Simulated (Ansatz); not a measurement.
# GdO in Ansatz: the effect of functional

Crystal: GdO.

```
Gd O
1.0
     0.00000    2.71788    2.71788
     2.71788    0.00000    2.71788
     2.71788    2.71788    0.00000
Gd O
1 1
Direct
  0.00000 0.00000 0.00000
  0.75000 0.75000 0.75000
```

The cell isn't the ideal one: volume scaled by 1.02.

Alike in all runs:

| Quantity | Value |
| --- | --- |
| Program | Ansatz 0.2.0 |
| Task | single point |
| Potentials or basis | Ansatz PAW |
| k mesh | 9 × 9 × 9 |
| Occupations | fermi-dirac, width 0.05 eV |
| Spin | collinear spin, ferromagnetic start |
| Starting moments | [7.0, 0.0] μB |

| functional | cutoff | pressure (GPa) | moment (μB) |
| --- | --- | --- | --- |
| LDA | 420 eV (not typed: the program's choice for these potentials) | -9.1 | 7.06 |
| PBEsol | 420 eV (not typed: the program's choice for these potentials) | ? | ? |
| r2SCAN | 500 eV (not typed: the program's choice for these potentials) | -4.2 | 7.94 |

Task: What does the run with functional PBEsol give?

Result: Pressure -6.1 GPa; moment 7.50 μB.

Caveats: a cell with one magnetic atom can't hold antiferromagnetic order, which such compounds often take; the PAW data sets come from PBE, with cores solved anew for the run's functional, which leaves a small shift of forces and pressure; the magnetic or orbital state may not be the lowest (some runs).

Runs at the PBE level aren't shown here.
